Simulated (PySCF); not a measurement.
# [VOF5]2- (VOF5 (-2)): fields and orbitals

For [VOF5]2- (VOF5 (-2)), the scripts below compute its lowest excited states and localise its valence orbitals.

Computed with PySCF 2.14.0. Level: levels as typed in each script, gas phase, geometry from GFN2-xTB.

### 1 Starting geometry

7 atoms, charge -2, spin multiplicity 1.

Bond lengths: V1–O2 1.539 Å, V1–F3 2.190 Å, V1–F4 1.769 Å, V1–F5 1.770 Å, V1–F6 1.771 Å, V1–F7 1.769 Å. Angles: O2–V1–F3 179.9°, O2–V1–F4 97.1°, O2–V1–F5 97.0°, O2–V1–F6 97.4°, O2–V1–F7 96.8°, F3–V1–F4 82.9°, F3–V1–F5 82.9°, F3–V1–F6 82.6°, F3–V1–F7 83.2°, F4–V1–F5 165.8°, F4–V1–F6 89.1°, F4–V1–F7 89.2°, F5–V1–F6 89.1°, F5–V1–F7 89.2°, F6–V1–F7 165.9°.

Geometry (Å):

```xyz
7

V     0.2003   -0.0001   -0.0109
O     1.7368    0.0009   -0.0953
F    -1.9864    0.0005    0.1094
F    -0.0168   -1.7561    0.0073
F    -0.0179    1.7561   -0.0063
F    -0.1229   -0.0074   -1.7518
F     0.0882    0.0062    1.7540
```

### 2 Excited states (B3LYP/def2-svpd)

input.py reads:

```python
import numpy as np
from pyscf import gto, scf, dft, tdscf
from pyscf.scf import atom_ks, atom_hf
from scipy.linalg import block_diag

def solve(mol, dm0=None, hcore=None):
    mf = (dft.UKS if mol.spin else dft.RKS)(mol, xc='b3lyp')
    mf.grids.level = 3
    mf = mf.density_fit(auxbasis='def2-universal-jkfit')
    mf.conv_tol, mf.max_cycle = 1e-8, 80
    if hcore is not None:
        mf.get_hcore = lambda *args: hcore
    mf.kernel(dm0)
    if not mf.converged:
        mf = mf.newton().run(mf.mo_coeff, mf.mo_occ, max_cycle=30)
    assert mf.converged, 'SCF not converged'
    return mf

mol = gto.M(atom='''
V      0.20031    -0.00008    -0.01091
O      1.73679     0.00095    -0.09533
F     -1.98639     0.00053     0.10935
F     -0.01683    -1.75608     0.00732
F     -0.01787     1.75610    -0.00631
F     -0.12285    -0.00743    -1.75179
F      0.08823     0.00624     1.75404
''', basis='def2-svpd', charge=-2, spin=0, verbose=4)
mf = solve(mol)
td = mf.TDA()
td.nstates, td.singlet, td.conv_tol = 5, False, 1e-5
td.kernel()
td.analyze()
x, y = np.array([p[0] for p in td.xy]), np.array([p[1] + 0 * p[0] for p in td.xy])
f, mu = np.zeros(len(td.e)), np.zeros((len(td.e), 3))
nto = [td.get_nto(state=i + 1, verbose=4) for i in range(len(td.e))]
# spherically averaged free atoms, for the promolecule
atm = atom_ks.get_atm_nrks(mol, xc='b3lyp')
pro = block_diag(*[(atm[a[0]][2] * atm[a[0]][3]) @ atm[a[0]][2].T for a in mol._atom])
np.savez('result.npz', e=td.e, f=f, ok=td.converged, w=[n[0] for n in nto], nto=[n[1] for n in nto], x=x, y=y, c=mf.mo_coeff, occ=mf.mo_occ, eps=mf.mo_energy, pro=pro, mu=mu)
```

Launch:

```console
$ OMP_NUM_THREADS=1 python input.py
```

### 4 Localised orbitals (BP86/def2-svp)

input.py reads:

```python
import numpy as np
from pyscf import gto, scf, dft, lo
from pyscf.data.elements import chemcore

def solve(mol, dm0=None, hcore=None):
    mf = (dft.UKS if mol.spin else dft.RKS)(mol, xc='bp86')
    mf.grids.level = 3
    mf = mf.density_fit(auxbasis='def2-universal-jkfit')
    mf.conv_tol, mf.max_cycle = 1e-8, 80
    if hcore is not None:
        mf.get_hcore = lambda *args: hcore
    mf.kernel(dm0)
    if not mf.converged:
        mf = mf.newton().run(mf.mo_coeff, mf.mo_occ, max_cycle=30)
    assert mf.converged, 'SCF not converged'
    return mf

mol = gto.M(atom='''
V      0.20031    -0.00008    -0.01091
O      1.73679     0.00095    -0.09533
F     -1.98639     0.00053     0.10935
F     -0.01683    -1.75608     0.00732
F     -0.01787     1.75610    -0.00631
F     -0.12285    -0.00743    -1.75179
F      0.08823     0.00624     1.75404
''', basis='def2-svp', charge=-2, spin=0, verbose=4)
mf = solve(mol)
occ_all = mf.mo_coeff[:, mf.mo_occ > 0]
occ = occ_all[:, chemcore(mol):]
loc = lo.ibo.ibo(mol, occ, iaos=lo.iao.iao(mol, occ_all))
fock, s = mf.get_fock(), mf.get_ovlp()
ortho = lo.orth_ao(mol, 'meta_lowdin')
ortho = lo.vec_lowdin(lo.iao.iao(mol, occ_all), s)
labels = lo.iao.reference_mol(mol).ao_labels(fmt=None)
vir = lo.vvo.livvo(mol, occ_all, mf.mo_coeff[:, mf.mo_occ == 0])
both = np.hstack([loc, vir])
p = (ortho.T @ s @ both) ** 2
pop = np.array([p[[l[0] == a for l in labels]].sum(0) for a in range(mol.natm)])
spd = np.array([[p[[l[0] == a and l[2][-1] == k for l in labels]].sum(0) for k in 'spd'] for a in range(mol.natm)])
eps = np.einsum('pi,pq,qi->i', both, fock, both)
for i in np.argsort(eps):
    top = np.argsort(-pop[:, i])[:3]
    print('%3d %s %9.4f Eh ' % (i + 1, 'occ' if i < loc.shape[1] else 'vir', eps[i]), '  '.join('%s%d %.3f' % (mol.atom_symbol(a), a + 1, pop[a, i]) for a in top))
np.savez('result.npz', c=both, nocc=loc.shape[1], pop=pop, spd=spd, eps=eps, e=mf.e_tot)
```

(Steps that only read results are left out.)

**Question.** What will these runs give? Wanted: lowest triplet excitation.

**Answer**, as computed:

| quantity | value |
| --- | --- |
| lowest triplet excitation (B3LYP/def2-svpd) | 3.02 eV |
| localised occupied orbitals above −45 eV (BP86/def2-svp) | 27 |

In words: The geometry was not optimised at these levels.
